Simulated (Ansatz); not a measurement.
# TiPd: the cost of one run

Program: Ansatz 0.2.0. Level of theory: DFT r2SCAN, scalar-relativistic, plane waves, PAW. These are calculated values, not measurements.

## (1) The structure to begin with

Symmetry: Pm-3m, No. 221, cubic system. The conventional cell has a = 3.180 Å, b = 3.180 Å, c = 3.180 Å, α = 90.00°, β = 90.00°, γ = 90.00°. Ti (site symmetry m-3m) has 8 Pd at 2.75 Å in its first shell of neighbours. Around Pd (site symmetry m-3m) lie 8 Ti at 2.75 Å.

Coordinates:

```cif
data_structure
_symmetry_space_group_name_H-M 'Pm-3m'
_symmetry_Int_Tables_number 221
_cell_length_a 3.1800
_cell_length_b 3.1800
_cell_length_c 3.1800
_cell_angle_alpha 90.000
_cell_angle_beta 90.000
_cell_angle_gamma 90.000
_cell_volume 32.16
loop_
_atom_site_label
_atom_site_type_symbol
_atom_site_symmetry_multiplicity
_atom_site_Wyckoff_symbol
_atom_site_fract_x
_atom_site_fract_y
_atom_site_fract_z
_atom_site_occupancy
Ti1 Ti 1 b 0.50000 0.50000 0.50000 1
Pd1 Pd 1 a 0.00000 0.00000 0.00000 1
```

No relaxation comes first: the listed cell is the starting point.

## (2) Zero of energy

Reference values: F = -9491.0503 eV; pressure -3.62 GPa; largest force 0.000 eV/Å; gap on the mesh none (metal). It was computed beforehand with the settings of the runs below.

## (3) Next: a strain scan

The cell is strained by ε times the Voigt pattern (0, 0, 1, 0, 0, 0) (xx, yy, zz, yz, xz, xy; engineering shear), with fractional coordinates fixed (clamped ions). The stress on the pattern is the sum of the stress components weighted by it, tension positive.

## (4) ε = -0.0400

File input.yaml:

```yaml
crystal:
  lattice:
    - [3.18, 0.0, 0.0]
    - [0.0, 3.18, 0.0]
    - [0.0, 0.0, 3.0528]
  atoms:
    - { symbol: Ti, position: [0.5, 0.5, 0.5] }
    - { symbol: Pd, position: [0.0, 0.0, 0.0] }
basis:
  ecutwfc: 500
kpoints:
  mp_grid: { grid: [16, 16, 16] }
hamiltonian:
  xc: r2scan
scf:
  occupations: { method: gaussian, width: 0.15 }
output:
  forces: true
  stress: true
  eigenvalues: true
```

Command:

```console
> ansatz run input.yaml --threads 1 --pin off --max-ram 2560MiB --backend cpu --events-out ev --progress --plain --runs-dir out
```

What time and memory should one allow on 1 thread of Arm Neoverse V2, shared host?

About 21 s, with a peak of 0.56 GiB.
